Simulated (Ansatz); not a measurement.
# CH2BrCl: up Jacob's ladder to CCSD(T)

One table from this session's results is given with a row withheld; the runs are named, their logs left out.

Program: Ansatz 0.2.0, Gaussian basis. Level of theory: functionals in def2-TZVPP, the program's frozen cores in correlated methods. These are calculated values, not measurements.

Levels to be run: LDA (SPW92), PBE-D4, revPBE-D4, BLYP-D4, r2SCAN-D4, B97M-V, PBE0-D4, B3LYP-D4, r2SCANh-D4, r2SCAN0-D4, HSE06-D4, BHLYP-D4, CAM-B3LYP-D4, LC-ωPBE, ωB97X-V, ωB97M-V, B2PLYP, PBE-QIDH; CCSD(T)/def2-SVP; CCSD(T)/def2-TZVPP; MP2/def2-QZVPP; extrapolation to the limit; RPA on PBE.

### The relaxed structure

An earlier PBE0-D4 in a triple-zeta def2 set relaxation fixed the geometry.

SMILES `ClCBr`, 5 atoms, charge 0, spin multiplicity 1.

Atoms are counted from 1 here; the program's logs count them from 0.

Bond lengths: Cl1–C2 1.755 Å, C2–Br3 1.930 Å, C2–H4 1.085 Å, C2–H5 1.085 Å. Angles: Cl1–C2–Br3 113.3°, Cl1–C2–H4 108.8°, Cl1–C2–H5 108.8°, Br3–C2–H4 107.1°, Br3–C2–H5 107.1°, H4–C2–H5 111.8°.

The first run:

in.yaml reads:

```yaml
crystal:
  periodic: [false, false, false]
  atoms:
    - {symbol: Cl, position_ang: [-1.605331, 0.143731, 0.509972]}
    - {symbol: C, position_ang: [0.010478, 0.034482, -0.166866]}
    - {symbol: Br, position_ang: [1.322324, -0.616431, 1.090421]}
    - {symbol: H, position_ang: [0.327996, 1.024732, -0.475350]}
    - {symbol: H, position_ang: [-0.005568, -0.660315, -0.999677]}
basis:
  gaussian: {orbitals: def2-TZVPP}
hamiltonian: {xc: lda}
output: {orbitals: {seedname: orbitals}}
```

Command:

```bash
> ansatz run in.yaml --threads 4 --pin off --events-out ev --progress --plain --max-ram 10444MiB
```

Steps of the session up to this table: LDA; PBE-D4 (GGA); revPBE-D4 (GGA); BLYP-D4 (GGA); r2SCAN-D4 (meta-GGA); B97M-V (meta-GGA); PBE0-D4 (hybrid); B3LYP-D4 (hybrid); r2SCANh-D4 (hybrid); r2SCAN0-D4 (hybrid); HSE06-D4 (hybrid); BHLYP-D4 (hybrid); CAM-B3LYP-D4 (range-separated); LC-ωPBE (range-separated); ωB97X-V (range-separated); ωB97M-V (range-separated); B2PLYP (double hybrid); PBE-QIDH (double hybrid).

One of the session's tables, all rows but one given; the rest of the session is left out.

It belongs to the step «Frontier levels by functional». 

```
  functional  HOMO (eV)  gap (eV)
 LDA (SPW92)      -7.11      5.26
      PBE-D4      -6.97      5.32
   revPBE-D4      -6.93      5.36
     BLYP-D4      -6.82      5.26
   r2SCAN-D4      -7.30      5.85
      B97M-V      -7.39      6.02
     PBE0-D4      -8.31      7.68
    B3LYP-D4      -8.05      7.15
  r2SCANh-D4          ?         ?
  r2SCAN0-D4      -8.52      8.01
    HSE06-D4      -7.91      6.89
    BHLYP-D4      -9.50      9.93
CAM-B3LYP-D4      -9.68     10.18
     LC-ωPBE     -11.10     12.89
     ωB97X-V     -10.73     12.36
     ωB97M-V     -10.58     12.05
```

Estimate the missing values for r2SCANh-D4.

Worked estimate for «HOMO (eV)». Against the share of exact exchange, r2SCAN-D4 (0, -7.30), r2SCAN0-D4 (0.25, -8.52) give a slope of -4.88 per unit share; at 0.1 the line stands at -7.79.

The run gave: HOMO (eV): -7.79; gap (eV): 6.71. In «HOMO (eV)» the line misses by 0.00.
